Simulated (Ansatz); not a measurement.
**CH₃FOSn: up Jacob's ladder to CCSD(T)**

One table from this session's results is given with a row withheld; the runs are named, their logs left out.

Method: functionals in def2-TZVPP, the program's frozen cores in correlated methods; program: Ansatz 0.2.0, Gaussian basis.

Plan: LDA (SPW92), PBE-D4, revPBE-D4, BLYP-D4, r2SCAN-D4, B97M-V, PBE0-D4, B3LYP-D4, r2SCANh-D4, r2SCAN0-D4, HSE06-D4, BHLYP-D4, CAM-B3LYP-D4, LC-ωPBE, ωB97X-V, ωB97M-V, B2PLYP, PBE-QIDH; CCSD(T)/def2-SVP; CCSD(T)/def2-TZVPP; MP2/def2-QZVPP; extrapolation to the limit; RPA on PBE.

## The geometry

An earlier PBE0-D4 in a triple-zeta def2 set relaxation fixed the geometry. Sn takes the def2 core potential; no spin-orbit term is included.

7 atoms, charge 0, spin multiplicity 1.

Atoms are counted from 1 here; the program's logs count them from 0.

Bond lengths: F1–C2 1.313 Å, C2–O3 1.186 Å, C2–H5 1.095 Å, Sn4–H6 1.767 Å, Sn4–H7 1.767 Å. Angles: F1–C2–O3 121.6°, F1–C2–H5 111.6°, O3–C2–H5 126.7°, H6–Sn4–H7 92.0°.

As a file:

```
F     1.2934   -1.8504    1.4792
C     0.8966   -0.7246    0.9324
O     0.0278   -0.6972    0.1255
Sn   -0.6800    1.4904   -0.8802
H     1.4609    0.1320    1.3167
H    -2.3324    0.9358   -0.5883
H    -0.6051    0.6460   -2.4309
```

The first run:

Contents of in.yaml:

```yaml
crystal:
  periodic: [false, false, false]
  atoms:
    - {symbol: F, position_ang: [1.293416, -1.850442, 1.479209]}
    - {symbol: C, position_ang: [0.896554, -0.724579, 0.932411]}
    - {symbol: O, position_ang: [0.027789, -0.697223, 0.125462]}
    - {symbol: Sn, position_ang: [-0.680004, 1.490363, -0.880199]}
    - {symbol: H, position_ang: [1.460936, 0.131976, 1.316660]}
    - {symbol: H, position_ang: [-2.332419, 0.935816, -0.588313]}
    - {symbol: H, position_ang: [-0.605072, 0.645989, -2.430931]}
basis:
  gaussian: {orbitals: def2-TZVPP}
hamiltonian: {xc: lda}
output: {orbitals: {seedname: orbitals}}
```

Command:

```sh
$ ansatz run in.yaml --threads 2 --pin off --events-out ev --progress --plain --max-ram 4352MiB
```

Among the steps run: LDA; PBE-D4 (GGA); revPBE-D4 (GGA); BLYP-D4 (GGA); r2SCAN-D4 (meta-GGA); B97M-V (meta-GGA); B3LYP-D4 (hybrid); r2SCANh-D4 (hybrid); r2SCAN0-D4 (hybrid); HSE06-D4 (hybrid); BHLYP-D4 (hybrid); CAM-B3LYP-D4 (range-separated); LC-ωPBE (range-separated); ωB97X-V (range-separated); ωB97M-V (range-separated); B2PLYP (double hybrid); PBE-QIDH (double hybrid).

One table of the session follows, with a row left open; its other results are not shown here.

It belongs to the step «Frontier levels by functional». 

```
  functional  HOMO (eV)  LUMO (eV)  gap (eV)
 LDA (SPW92)      -5.27      -3.49      1.79
      PBE-D4      -5.12      -3.20      1.92
   revPBE-D4      -5.06      -3.09      1.97
     BLYP-D4      -5.02      -3.12      1.91
   r2SCAN-D4      -5.34      -2.97      2.37
      B97M-V      -5.28      -2.87      2.41
     PBE0-D4      -6.07      -1.99      4.08
    B3LYP-D4      -5.94      -2.32      3.62
  r2SCANh-D4      -5.69      -2.52      3.18
  r2SCAN0-D4          ?          ?         ?
    HSE06-D4      -5.68      -2.38      3.30
    BHLYP-D4      -6.93      -0.84      6.09
CAM-B3LYP-D4      -7.30      -0.77      6.54
     LC-ωPBE      -8.48       0.44      8.92
     ωB97X-V      -8.20       0.33      8.53
     ωB97M-V      -8.12       0.11      8.23
```

**Question.** Estimate the row for r2SCAN0-D4.

Worked estimate for «HOMO (eV)». Against the share of exact exchange, r2SCAN-D4 (0, -5.34), r2SCANh-D4 (0.1, -5.69) give a slope of -3.50 per unit share; at 0.25 the line stands at -6.21.

As computed: HOMO (eV): -6.22; LUMO (eV): -1.85; gap (eV): 4.38. In «HOMO (eV)» the line misses by +0.01.
